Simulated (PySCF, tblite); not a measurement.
# C₆H₁₁B: dynamics, then NMR shifts on frames

Aim: move C₆H₁₁B (`B/C(=C/C)C(=C)C`) away from its starting geometry and see how NMR shifts follow the geometry.

Computed with tblite 0.8.0 and PySCF 2.14.0, with density-fitted response routines of our own, on a single molecule in the gas phase. Atoms are numbered from 0 throughout.

**1. The molecule as given**

18 atoms, charge 0, multiplicity 1; geometry from: GFN2-xTB.

Bonds of the start (Å): B0–C1 1.54, C1–C2 1.35, C2–C3 1.49, C1–C4 1.49, C4–C5 1.32, C4–C6 1.50, B0–H7 1.17, B0–H8 1.17, C2–H9 1.08, C3–H10 1.09, C3–H11 1.09, C3–H12 1.09, C5–H13 1.08, C5–H14 1.08, C6–H15 1.09, C6–H16 1.09, C6–H17 1.09.

**2. A short Langevin run with GFN2-xTB**

The job: settings as JSON, then the geometry in Å.

```
{"job": {"kind": "md", "xc": "GFN2-xTB", "basis": "xTB", "temperature": 300, "steps": 2000, "every": 50, "frames": 5}, "charge": 0, "multiplicity": 1}
B     -0.014554     1.600749     1.622785
C      0.181074     0.684248     0.397862
C      1.227365     0.854835    -0.431790
C      1.550895     0.043238    -1.636774
C     -0.808642    -0.393138     0.140607
C     -1.664225    -0.338137    -0.869457
C     -0.787545    -1.523380     1.125530
H     -0.924211     1.451872     2.343484
H      0.748593     2.464479     1.824500
H      1.932287     1.649795    -0.220733
H      0.857056    -0.783930    -1.760679
H      2.567804    -0.343430    -1.560860
H      1.511432     0.672330    -2.526989
H     -2.402503    -1.105977    -1.034041
H     -1.668861     0.486584    -1.562607
H      0.176712    -2.031167     1.088359
H     -1.574236    -2.243135     0.913236
H     -0.917204    -1.139518     2.135910
```

Method: GFN2-xTB Langevin dynamics, gas phase.

Launch:

```bash
> OMP_NUM_THREADS=1 python probes_run.py task.json out
```

This one command runs all jobs of the session in turn.

The program printed:

```text
t/fs     T/K      E/eV
    0.0   254.5   -534.03001
   25.0   149.6   -533.64762
   50.0   158.7   -533.70222
   75.0   185.6   -533.62041
  100.0   216.6   -533.66039
  125.0   211.3   -533.60216
  150.0   273.5   -533.58032
  175.0   229.7   -533.52508
  200.0   250.2   -533.51724
  225.0   175.1   -533.39277
  250.0   313.6   -533.48716
  275.0   236.0   -533.27438
  300.0   254.2   -533.38026
  325.0   279.1   -533.32648
  350.0   290.6   -533.44650
  375.0   290.1   -533.51675
  400.0   290.8   -533.49274
  425.0   290.0   -533.58285
  450.0   325.2   -533.46468
  475.0   283.5   -533.53887
  500.0   353.3   -533.54669
  525.0   259.2   -533.41438
  550.0   203.8   -533.46929
  575.0   208.3   -533.45711
  600.0   234.3   -533.39414
  625.0   250.2   -533.22891
  650.0   246.8   -533.36644
  675.0   279.4   -533.32225
  700.0   292.1   -533.33721
  725.0   292.6   -533.35553
  750.0   268.0   -533.34659
  775.0   348.4   -533.43447
  800.0   299.8   -533.38123
  825.0   280.3   -533.52674
  850.0   251.5   -533.62069
  875.0   240.5   -533.64660
  900.0   236.1   -533.44325
  925.0   273.7   -533.34946
  950.0   280.7   -533.34390
  975.0   295.7   -533.34203
 1000.0   242.6   -533.32716
```

It took 12 s on 1 thread of Arm Neoverse V1, shared host; peak memory 0.18 GiB.

Distance from the start (root mean square after alignment): 0 fs 0.00 Å, 200 fs 0.35 Å, 400 fs 0.60 Å, 600 fs 0.46 Å, 800 fs 0.38 Å, 1000 fs 0.32 Å.

Positions (Å) and forces (eV/Å) at 1000 fs:

```xyz
18

B     0.753   -0.571    2.111    0.406   -0.643    0.888
C     0.881   -0.389    0.640   -1.592    0.020   -2.304
C     1.925    0.135   -0.019   -1.188    0.887   -1.518
C     1.945    0.410   -1.509    0.346    0.080   -0.020
C    -0.409   -0.778   -0.121    0.769    1.625    0.930
C    -1.299    0.112   -0.566    0.277   -0.463   -1.233
C    -0.743   -2.185   -0.108   -0.601   -3.023    0.056
H    -0.032   -1.325    2.525   -0.142    0.184    0.310
H     1.605   -0.103    2.725    0.194    0.244    0.715
H     2.748    0.578    0.478    0.747   -0.100    0.590
H     1.104    0.038   -2.063   -0.751   -0.147    0.199
H     2.779   -0.093   -1.956    0.841   -0.439   -0.066
H     2.092    1.456   -1.822   -0.173   -0.141    0.721
H    -2.183   -0.280   -1.128    0.683    0.631    0.822
H    -1.035    1.156   -0.710   -0.314   -0.260    0.292
H    -0.543   -2.654   -1.073    0.021    0.185   -0.380
H    -1.774   -2.474    0.131   -0.238    0.780   -0.289
H    -0.224   -2.855    0.580    0.716    0.580    0.288
```

**3. Nuclear shieldings: 250 fs, PBE0/pcSseg-1**

The job: settings as JSON, then the geometry in Å.

```
{"job": {"kind": "nmr", "xc": "PBE0", "basis": "pcSseg-1", "pop": false}, "charge": 0, "multiplicity": 1}
B     -0.442300     0.631700     2.023900
C     -0.068500     0.327100     0.508500
C      1.221700     0.611800     0.216500
C      1.923500     0.174800    -0.987100
C     -0.853700    -0.655000    -0.271900
C     -1.142500    -0.437900    -1.536200
C     -1.331800    -1.779800     0.477000
H     -1.435000     0.172800     2.545500
H      0.218500     1.422600     2.539300
H      1.678700     1.237600     0.975400
H      1.589300    -0.828300    -1.261300
H      2.973700     0.240200    -0.877200
H      1.689100     0.863800    -1.836300
H     -1.765400    -1.115100    -2.064600
H     -0.768100     0.461900    -2.033000
H     -0.513400    -2.349700     0.996500
H     -1.879300    -2.473600    -0.170000
H     -2.131000    -1.543200     1.246700
```

With the program's defaults for keys left out, this is: GIAO PBE0/pcSseg-1 NMR shielding, non-relativistic, gas phase.

The program printed:

```text
coarse grid: 14424 points
cycle   1  E = -259.5750900384  dE =  7.173e-01  |g| = 4.254e-01  |ddm| = 3.701e+00
cycle   2  E = -259.5690115591  dE =  6.078e-03  |g| = 4.607e-01  |ddm| = 9.085e-01
cycle   3  E = -259.6259265380  dE = -5.691e-02  |g| = 8.608e-02  |ddm| = 5.503e-01
cycle   4  E = -259.6274396205  dE = -1.513e-03  |g| = 3.857e-02  |ddm| = 1.038e-01
cycle   5  E = -259.6277978908  dE = -3.583e-04  |g| = 9.283e-03  |ddm| = 4.123e-02
cycle   6  E = -259.6278238268  dE = -2.594e-05  |g| = 2.050e-03  |ddm| = 1.353e-02
cycle   7  E = -259.6278247673  dE = -9.405e-07  |g| = 7.513e-04  |ddm| = 2.356e-03
final grid: 137552 points
cycle   8  E = -259.6693189568  dE = -6.413e-05  |g| = 8.210e-03  |ddm| = 5.373e-02
cycle   9  E = -259.6693140063  dE =  4.951e-06  |g| = 9.311e-03  |ddm| = 1.713e-02
cycle  10  E = -259.6693371213  dE = -2.311e-05  |g| = 1.398e-03  |ddm| = 9.675e-03
cycle  11  E = -259.6693375947  dE = -4.734e-07  |g| = 3.511e-04  |ddm| = 1.446e-03
cycle  12  E = -259.6693376225  dE = -2.781e-08  |g| = 1.135e-04  |ddm| = 4.219e-04
cycle  13  E = -259.6693376261  dE = -3.549e-09  |g| = 4.510e-05  |ddm| = 1.732e-04
cycle  14  E = -259.6693376265  dE = -4.910e-10  |g| = 1.208e-05  |ddm| = 4.644e-05
converged SCF energy = -259.6693376265

GIAO shielding tensors (ppm)
atom      isotropic    diamagn.    paramagn.     s11        s22        s33       span
  0 B       25.775     195.203    -169.427    -19.547    -17.468    114.341    133.889
  1 C       10.075     257.206    -247.131    -91.193    -31.947    153.365    244.558
  2 C       16.066     258.428    -242.362    -96.375     -0.709    145.282    241.657
  3 C      168.683     249.316     -80.633    153.388    170.124    182.536     29.148
  4 C       34.264     262.667    -228.404    -83.933     30.489    156.235    240.167
  5 C       67.624     254.303    -186.679    -35.892     87.737    151.028    186.920
  6 C      158.171     244.653     -86.482    142.620    150.755    181.138     38.518
  7 H       23.994      30.933      -6.939     18.082     25.401     28.500     10.418
  8 H       25.048      31.970      -6.923     18.248     27.767     29.128     10.880
  9 H       24.102      34.005      -9.903     22.131     22.395     27.780      5.649
 10 H       28.989      31.050      -2.060     24.779     29.585     32.603      7.824
 11 H       30.397      29.261       1.136     26.449     28.405     36.339      9.890
 12 H       28.836      29.323      -0.488     24.393     27.338     34.776     10.383
 13 H       26.361      32.047      -5.686     22.734     26.477     29.871      7.137
 14 H       26.509      32.892      -6.383     23.023     25.720     30.784      7.762
 15 H       29.388      28.686       0.702     25.799     27.828     34.537      8.738
 16 H       29.446      29.056       0.390     25.741     28.636     33.961      8.220
 17 H       27.555      28.184      -0.629     23.381     25.773     33.510     10.129
```

Wall time 21 s (1 thread of Arm Neoverse V1, shared host); peak memory 0.79 GiB.

Shifts follow as δ = σ(reference) − σ, with reference shieldings (ppm) from runs at the same level and on the same kind of geometry: ¹H TMS 31.72, ¹³C TMS 186.9, ¹¹B BF3·OEt2 100.1. The references are single molecules in the gas phase. Each atom is listed at this fixed geometry, with no averaging over motion; a spectrum would average atoms that exchange fast.

```tsv
atoms	environment	σ (ppm)	δ (ppm)
C1	fully substituted alkene carbon	10.1	176.9
C2	alkene CH	16.1	170.9
C4	fully substituted alkene carbon	34.3	152.7
C5	terminal =CH2 carbon	67.6	119.3
C6	allylic methyl carbon	158.2	28.8
C3	allylic methyl carbon	168.7	18.2
H7	hydrogen on a boron bonded to C	23.99	7.72
H9	hydrogen on an alkene CH	24.10	7.61
H8	hydrogen on a boron bonded to C	25.05	6.67
H13	hydrogen on a terminal =CH2 carbon	26.36	5.36
H14	hydrogen on a terminal =CH2 carbon	26.51	5.21
H17	hydrogen on an allylic methyl carbon	27.55	4.16
H12	hydrogen on an allylic methyl carbon	28.84	2.88
H10	hydrogen on an allylic methyl carbon	28.99	2.73
H15	hydrogen on an allylic methyl carbon	29.39	2.33
H16	hydrogen on an allylic methyl carbon	29.45	2.27
H11	hydrogen on an allylic methyl carbon	30.40	1.32
B0	boron bonded to C, 2 H	25.8	74.3
```

**4. NMR shieldings: 425 fs, PBE0/pcSseg-1**

The job: settings as JSON, then the geometry in Å.

```
{"job": {"kind": "nmr", "xc": "PBE0", "basis": "pcSseg-1", "pop": false}, "charge": 0, "multiplicity": 1}
B      0.179700    -0.122500     2.306600
C      0.461500    -0.077800     0.806800
C      1.691000     0.289700     0.390400
C      2.238600     0.349200    -0.986500
C     -0.484500    -0.718400    -0.192800
C     -0.636500    -0.294000    -1.451000
C     -1.164400    -1.943600     0.258500
H     -0.729400    -0.624300     2.831900
H      0.834500     0.518900     3.041000
H      2.342500     0.664400     1.137200
H      1.842100    -0.422700    -1.667900
H      3.315300     0.275800    -0.974500
H      2.101300     1.387700    -1.354300
H     -1.214800    -0.722400    -2.230900
H     -0.158900     0.648500    -1.741700
H     -0.418300    -2.624500     0.713000
H     -1.541700    -2.460500    -0.628400
H     -1.956600    -1.586700     0.982600
```

Level: GIAO PBE0/pcSseg-1 NMR shielding, non-relativistic, gas phase.

The program printed:

```text
coarse grid: 14424 points
cycle   1  E = -259.5781100378  dE =  6.441e-01  |g| = 4.112e-01  |ddm| = 3.681e+00
cycle   2  E = -259.5756166773  dE =  2.493e-03  |g| = 4.356e-01  |ddm| = 8.502e-01
cycle   3  E = -259.6262852571  dE = -5.067e-02  |g| = 8.326e-02  |ddm| = 4.878e-01
cycle   4  E = -259.6277406129  dE = -1.455e-03  |g| = 3.778e-02  |ddm| = 1.002e-01
cycle   5  E = -259.6280905220  dE = -3.499e-04  |g| = 9.458e-03  |ddm| = 4.004e-02
cycle   6  E = -259.6281149721  dE = -2.445e-05  |g| = 3.276e-03  |ddm| = 1.358e-02
cycle   7  E = -259.6281176457  dE = -2.674e-06  |g| = 8.564e-04  |ddm| = 3.551e-03
final grid: 137552 points
cycle   8  E = -259.6702207119  dE = -5.677e-05  |g| = 8.779e-03  |ddm| = 4.024e-02
cycle   9  E = -259.6702139703  dE =  6.742e-06  |g| = 1.014e-02  |ddm| = 1.888e-02
cycle  10  E = -259.6702416150  dE = -2.764e-05  |g| = 1.664e-03  |ddm| = 1.090e-02
cycle  11  E = -259.6702422943  dE = -6.793e-07  |g| = 3.240e-04  |ddm| = 1.548e-03
cycle  12  E = -259.6702423179  dE = -2.358e-08  |g| = 1.287e-04  |ddm| = 4.245e-04
cycle  13  E = -259.6702423221  dE = -4.168e-09  |g| = 5.596e-05  |ddm| = 1.833e-04
cycle  14  E = -259.6702423229  dE = -7.983e-10  |g| = 9.371e-06  |ddm| = 5.366e-05
converged SCF energy = -259.6702423229

GIAO shielding tensors (ppm)
atom      isotropic    diamagn.    paramagn.     s11        s22        s33       span
  0 B       29.206     193.586    -164.379    -27.574    -10.560    125.754    153.328
  1 C       25.231     254.032    -228.802    -73.170    -11.332    160.194    233.365
  2 C       15.193     256.870    -241.677    -91.654    -12.631    149.863    241.517
  3 C      163.176     248.191     -85.015    144.239    166.908    178.382     34.143
  4 C       30.216     261.587    -231.371    -86.502     26.575    150.575    237.077
  5 C       65.697     257.514    -191.817    -35.441     78.721    153.810    189.251
  6 C      153.283     248.061     -94.778    137.330    149.781    172.738     35.408
  7 H       24.422      31.163      -6.741     17.960     26.637     28.669     10.709
  8 H       24.920      30.637      -5.717     19.624     27.287     27.848      8.224
  9 H       24.615      33.529      -8.914     22.137     22.835     28.872      6.735
 10 H       28.449      30.512      -2.062     24.114     29.155     32.079      7.965
 11 H       29.808      27.859       1.949     25.813     27.915     35.695      9.883
 12 H       29.094      29.456      -0.363     25.443     26.839     34.999      9.556
 13 H       25.904      33.104      -7.200     22.884     26.410     28.416      5.532
 14 H       26.826      34.726      -7.900     23.063     26.781     30.635      7.572
 15 H       29.430      29.356       0.074     26.144     28.271     33.875      7.731
 16 H       29.125      29.829      -0.704     25.360     29.117     32.899      7.540
 17 H       27.414      28.157      -0.743     23.778     25.445     33.020      9.242
```

It took 20 s on 1 thread of Arm Neoverse V1, shared host; peak memory 0.84 GiB.

In short: δ C2 171.7, C1 161.7, C4 156.7, C5 121.2, H7 7.30, H9 7.10 ppm.

[end of part 1 of 2]
